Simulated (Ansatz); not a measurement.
# ScAs4: the cost of one run

Computed with Ansatz 0.2.0 (DFT PBE, scalar-relativistic, plane waves, PAW, unless a step's input says otherwise).

1 further run of the same task is left out (it didn't finish).

### Step 1. The starting structure

The structure is tetragonal, space group I4/mmm (No. 139). The conventional cell has a = 7.131 Å, b = 7.131 Å, c = 4.767 Å, α = 90.00°, β = 90.00°, γ = 90.00°. Sc (site symmetry 4/mmm) has 4 As at 2.37 Å in its first shell of neighbours. As (site symmetry m2m) has 1 Sc at 2.37 Å and 1 As at 2.39 Å in its first shell of neighbours.

Structure file:

```xyz
5
Lattice="-3.5657 3.5657 2.3837 3.5657 -3.5657 2.3837 3.5657 3.5657 -2.3837" Properties=species:S:1:pos:R:3 pbc="T T T"
Sc    0.0000    0.0000    2.3837
As    2.3716    0.0000    2.3837
As    1.1941    3.5657    0.0000
As    0.0000    2.3716    2.3837
As    3.5657    1.1941    0.0000
```

A structure generator made this guess: random cell by space group and Wyckoff sites (I4/mmm, No. 139). The dimensions are guesses.

### Step 2. Probe: one point on a coarse mesh

File input.yaml:

```yaml
crystal:
  lattice:
    - [-3.56572071, 3.56572071, 2.38371273]
    - [3.56572071, -3.56572071, 2.38371273]
    - [3.56572071, 3.56572071, -2.38371273]
  atoms:
    - { symbol: Sc, position: [0.5, 0.5, 0.0] }
    - { symbol: As, position: [0.5, 0.83255919, 0.33255919] }
    - { symbol: As, position: [0.5, 0.16744081, 0.66744081] }
    - { symbol: As, position: [0.83255919, 0.5, 0.33255919] }
    - { symbol: As, position: [0.16744081, 0.5, 0.66744081] }
basis:
  ecutwfc: 420
kpoints:
  mp_grid: { grid: [4, 4, 4] }
hamiltonian:
  xc: pbe
scf:
  occupations: { method: gaussian, width: 0.1 }
  lower_state_search: "off"
output:
  forces: true
  stress: true
  eigenvalues: true
```

Command:

```console
$ ansatz run input.yaml --threads 1 --pin off --max-ram 2560MiB --backend cpu --events-out ev --progress --plain --runs-dir out
```

What time and memory should one allow on 1 thread of Intel Xeon at 2.50GHz (Skylake/Cascade Lake), shared host?

About 8.9 s, with a peak of 0.43 GiB.
